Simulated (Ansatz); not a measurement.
# CH4ClFSSn: the cost of one run

Computed with the Python package of Ansatz 0.2.0. The levels of theory stand in the script.

## Step 1: Starting point

Bond lengths: C1–S2 1.803 Å, S2–Sn3 2.442 Å, Sn3–F4 1.842 Å, Sn3–Cl5 2.356 Å, C1–H6 1.039 Å, C1–H7 1.117 Å, C1–H8 1.166 Å, Sn3–H9 1.812 Å. Angles: C1–S2–Sn3 95.1°, S2–C1–H6 113.0°, S2–C1–H7 108.6°, S2–C1–H8 107.8°, H6–C1–H7 111.1°, H6–C1–H8 109.0°, H7–C1–H8 107.2°, S2–Sn3–F4 108.9°, S2–Sn3–Cl5 108.8°, S2–Sn3–H9 107.9°, F4–Sn3–Cl5 111.1°, F4–Sn3–H9 110.3°, Cl5–Sn3–H9 109.9°.

The script holds or builds the structure itself.

## Step 2: The script

Contents of ch4clfssn.py:

```python
from pathlib import Path

import ansatz as az
from ase import Atoms
import numpy as np

atoms = Atoms(["C", "S", "Sn", "F", "Cl", "H", "H", "H", "H"], positions=[
    (0.5846, -1.3277, -0.7744),
    (1.2099, -0.6359, 0.7687),
    (-0.4615, 1.1396, 0.9039),
    (-2.1381, 0.3781, 0.9329),
    (-0.21, 2.5628, -0.957),
    (1.1331, -2.1463, -1.1044),
    (-0.4913, -1.5945, -0.6352),
    (0.6291, -0.4892, -1.5838),
    (-0.1673, 2.0667, 2.4322),
])
molecule = az.Crystal.molecule_from_ase(atoms)

base = molecule.calculation().basis(gaussian="def2-SVP")

print("functional    E (Ha)        dipole (D)   HOMO (eV)  LUMO (eV)")
for name in ["hf", "r2scan", "r2scan0", "pbe", "revpbe", "lc_wpbe"]:
    r = base.functional(name).forces().orbitals().run(runs_dir="runs").report
    lines = Path(r["orbitals_path"]).read_text().splitlines()
    field_of = lambda key: [line.split("=")[1].strip() for line in lines if line.startswith(key)]
    orbitals = [(27.211386 * float(e), s, float(n)) for e, s, n in zip(field_of("Ene="), field_of("Spin="), field_of("Occup="))]
    homo = max(e for e, _, n in orbitals if n > 0.5)
    lumo = min(e for e, _, n in orbitals if n < 0.5)
    dipole = 4.803205 * np.linalg.norm(r["charge_distribution"]["dipole_moment_e_ang"])
    print(f"{name:10s} {r['free_energy_ev'] / 27.211386246:14.6f} {dipole:9.3f} {homo:11.3f} {lumo:10.3f}")
```

## Step 3: What the engine is handed

The package turns the script's settings into the engine's input (first run):

```yaml
crystal:
  periodic: [false, false, false]
  atoms:
    - { symbol: C, position_ang: [0.5846, -1.3277, -0.7744] }
    - { symbol: S, position_ang: [1.2099, -0.6359, 0.7687] }
    - { symbol: Sn, position_ang: [-0.4615, 1.1396, 0.9039] }
    - { symbol: F, position_ang: [-2.1381, 0.3781, 0.9329] }
    - { symbol: Cl, position_ang: [-0.21, 2.5628, -0.957] }
    - { symbol: H, position_ang: [1.1331, -2.1463, -1.1044] }
    - { symbol: H, position_ang: [-0.4913, -1.5945, -0.6352] }
    - { symbol: H, position_ang: [0.6291, -0.4892, -1.5838] }
    - { symbol: H, position_ang: [-0.1673, 2.0667, 2.4322] }
basis:
  gaussian:
    orbitals: def2-SVP
hamiltonian:
  xc: hf
output:
  orbitals: {}
  forces: true
```

## Step 4: The run

Started as:

```console
python ch4clfssn.py
```

Q: Estimate wall time and peak memory on 1 thread of Arm Neoverse V2, shared host.

About 42 s, with a peak of 0.36 GiB.
